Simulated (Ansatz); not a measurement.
# C3H6BCl, SMILES CC=CBCl: a ladder of methods at one geometry

Program: the Python package of Ansatz (0.2.0).

Notebook, run cell by cell (the value of a cell's last expression is shown):

```python
from pathlib import Path

import ansatz as az
import numpy as np
```

```python
GEOMETRY = '''
C    -1.23750   -0.01780   -0.80640
C     0.14040   -0.42630   -0.91210
C     1.00830   -0.27330    0.06440
B     0.80220    0.39910    1.46750
Cl    2.06060    0.51940    2.72160
H    -1.33040    1.14010   -0.65460
H    -1.77140   -0.49690    0.01860
H    -1.77570   -0.19320   -1.77190
H     0.47260   -0.87950   -1.79160
H     2.05530   -0.63160   -0.05940
H    -0.35910    0.80310    1.74450
'''
```

```python
system = az.Crystal.molecule()
for line in GEOMETRY.strip().splitlines():
    symbol, *xyz = line.split()
    system = system.atom(symbol, [float(v) for v in xyz])
```

```python
job = system.calculation().basis(gaussian='def2-SVP')
```

```python
print('functional    E (Ha)        dipole (D)   HOMO (eV)  LUMO (eV)')
for name in ['pbe', 'hse06', 'r2scan0', 'pbe0', 'revpbe']:
    rep = job.functional(name).forces().orbitals().run(threads=1, backend='cpu', runs_dir='runs').report
    lines = Path(rep['orbitals_path']).read_text().splitlines()
    field_of = lambda key: [line.split('=')[1].strip() for line in lines if line.startswith(key)]
    orbitals = [(27.211386 * float(e), s, float(n)) for e, s, n in zip(field_of('Ene='), field_of('Spin='), field_of('Occup='))]
    homo = max(e for e, _, n in orbitals if n > 0.5)
    lumo = min(e for e, _, n in orbitals if n < 0.5)
    dipole = 4.803205 * np.linalg.norm(rep['charge_distribution']['dipole_moment_e_ang'])
    print(f'{name:10s} {rep["free_energy_ev"] / 27.211386246:14.6f} {dipole:9.3f} {homo:11.3f} {lumo:10.3f}')
```

    functional    E (Ha)        dipole (D)   HOMO (eV)  LUMO (eV)
    pbe           -602.334209     2.010      -6.587     -2.864
    hse06         -602.384307     2.153      -7.426     -2.389
    r2scan0       -602.596749     2.258      -7.998     -1.910
    pbe0          -602.401158     2.155      -7.825     -2.009
    revpbe        -602.605852     2.026      -6.565     -2.787

What to keep in mind:
- Total energies depend on the basis set; only differences at equal settings carry meaning.
- The geometry is a force-field or estimated start, not a minimum of this method, and the basis set is short of its limit. A lower total doesn't mark the better method: functionals have no common bound, and MP2 and coupled cluster aren't variational.
- Levels such as HOMO and LUMO are orbital energies: with these approximate functionals they aren't the ionisation energy and electron affinity, and their gap isn't the fundamental gap.
- hse06 follows the composition of plane-wave codes, whose totals differ by tens of mHa, up to about 0.1 Ha, from the form usual in Gaussian-basis programs (wpbeh).
- The whole script took 25 s on 1 thread of Arm Neoverse V1, with other jobs on the host, peak memory 0.29 GiB.
